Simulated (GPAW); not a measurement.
NaCu:

```
CELL_PARAMETERS angstrom
2.94224 0.00000 0.00000
0.00000 2.94224 0.00000
0.00000 0.00000 4.04091
ATOMIC_POSITIONS crystal
Na 0.00000 0.00000 0.00000
Cu 0.50000 0.50000 0.50000
```

The cell was built by a generator and needn't be a form met in nature.

Base run:

- Program: GPAW 26.7.0
- Functional: revPBE
- Potentials or basis: the program's PAW data sets (release 1.2.1) made for this functional
- Cutoff: 800 eV
- Basis: pw
- k mesh: 9 × 9 × 7
- Occupations: fermi-dirac, width 0.05 eV
- Spin: no spin polarisation

Its results: pressure 4.7 GPa.

Task: After a change of settings the same cell gave: pressure 5.2 GPa. Which change was it?
A. functional from revPBE to LDA
B. functional from revPBE to RPBE
C. functional from revPBE to PBEsol; potentials or basis from the program's PAW data sets (release 1.2.1) made for this functional to PAW data sets generated in the run's folder for this functional
D. functional from revPBE to PBE; potentials or basis from the program's PAW data sets (release 1.2.1) made for this functional to GPAW PAW data sets (gpaw-data 1.2.1)

Result: B.

Caveats: with this Cu data set, volumes or pressures lay over 1.5 % or 2 GPa off other programs in two to four cells of ten.
